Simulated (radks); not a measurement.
**Mo⁺ in [Kr] 4d5: an all-electron calculation**

What are the levels of the molybdenum ion Mo+, how large are its shells, and how does its energy divide?

Program: radks (a radial shooting solver on a logarithmic mesh, Libxc functionals) version 1. Level of theory: scalar-relativistic Kohn-Sham, PBE, spin-polarised, spherical densities, finite nucleus; open shells are filled with parallel spins first. These are calculated values, not measurements, unless marked.

## (1) Starting point

| Item | Value |
| --- | --- |
| element | molybdenum (Z = 42) |
| charge | +1 |
| electrons | 41 |
| configuration | [Kr] 4d5 |
| nuclear rms radius | 4.4091 fm |

Outer shells as boxes (Hund's rule):

Mo⁺
```
[Kr] core
4d [↑ ][↑ ][↑ ][↑ ][↑ ]
```

## (2) Self-consistent calculation

Input:

```text
Z 42
configuration [Kr] 4d5 5s0 5p0 4f0 5d0
relativity scalar-relativistic
functional pbe,pbe
spin polarised
nucleus finite rms 4.4091 fm
c 137.035999084
```

What does the calculation give?

The runs gave:

```
                        quantity                   value
                    total energy     -4048.45803 hartree
exchange-correlation share of it                  3.05 %
                            −T/E                  1.0311
          highest occupied level       4d up, -11.424 eV
    most extended occupied level  4d up, <r> = 1.87 bohr
 radius at density 0.001 e/bohr³               3.94 bohr
    maxima of the radial density                       4
         ionisation energy, NIST     16.2 (semi-emp.) eV
```

What this shows: The radial density shows 4 maxima for 4 occupied principal shells. Relativity lifts −T/E to 1.031. The top level binds by 11.424 eV, 71 % of the NIST ionisation energy of 16.2 eV; the potential of a semilocal functional falls off too fast, so its top eigenvalue is too shallow. Open shells are spherical and high-spin; term and fine-structure splittings are not resolved.
